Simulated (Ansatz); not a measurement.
Working through energies of removing a hydrogen of BH7SeSi2, SMILES B[SiH2][Se][SiH3]

Program: Ansatz 0.2.0 through its Python package.

Run as a notebook:

**Cell 1**
```python
import ansatz as az

BASIS_SET = "def2-SVP"
FUNCTIONAL = "pbe0"


def energy_of(molecule, charge=0, unpaired=0):
    calc = molecule.calculation().basis(gaussian=BASIS_SET).functional(FUNCTIONAL)
    if charge:
        calc = calc.charge(charge)
    if unpaired:
        calc = calc.spin("collinear", total=unpaired)
    return calc.run().report["free_energy_ev"]
```

**Cell 2**
```python
def without(molecule, index):
    rest = az.Crystal.molecule()
    for i, site in enumerate(molecule.cartesian_sites):
        if i != index:
            rest = rest.atom(site.symbol, site.position_ang)
    return rest
```

**Cell 3**
```python
geometry_ang = [
    ("B", (-0.9312, 1.5767, -0.5991)),
    ("Si", (0.8546, 1.0267, -0.4202)),
    ("Se", (1.0896, -0.0528, 1.5585)),
    ("Si", (0.0236, -1.8459, 0.8042)),
    ("H", (-1.3102, 2.2023, -1.5972)),
    ("H", (-1.7667, 1.4018, 0.2364)),
    ("H", (1.7707, 2.205, -0.4474)),
    ("H", (1.2465, 0.1467, -1.5352)),
    ("H", (0.6144, -2.3855, -0.3449)),
    ("H", (-1.4182, -1.4444, 0.4898)),
    ("H", (-0.1077, -2.8877, 1.8757)),
]
mol = az.Crystal.molecule()
for symbol, xyz in geometry_ang:
    mol = mol.atom(symbol, xyz)
```

**Cell 4**
```python
whole = energy_of(mol, 0)
hydrogen = energy_of(az.Crystal.molecule().atom("H", (0, 0, 0)), 0, 1)
print(f"E(molecule) = {whole:.5f} eV, E(H) = {hydrogen:.5f} eV")
for index in [5, 7, 10]:
    radical = energy_of(without(mol, index), 0, 1)
    print(f"H{index}: homolysis {96.485332 * (radical + hydrogen - whole):.1f} kJ/mol")
    anion = energy_of(without(mol, index), -1)
    print(f"H{index}: loss of a proton {96.485332 * (anion - whole):.1f} kJ/mol")
```
Output:
```text
E(molecule) = -81865.75409 eV, E(H) = -13.61361 eV
H5: homolysis 432.9 kJ/mol
H5: loss of a proton 1699.6 kJ/mol
H7: homolysis 332.8 kJ/mol
H7: loss of a proton 1467.8 kJ/mol
H10: homolysis 374.4 kJ/mol
H10: loss of a proton 1546.7 kJ/mol
```

Caveats:
- Total energies depend on the basis set; only differences at equal settings carry meaning.
- The geometry is a force-field or estimated start, not a minimum of this method, and the basis set is short of its limit. All parts are taken at fixed geometry, without zero-point energy.
- The spin-orbit lowering of heavy atoms is left out.
- Anions want diffuse functions, which this basis lacks.
- Wall time of the script: 96 s on 1 thread of Arm Neoverse N1 (shared host), peak memory 0.43 GiB.
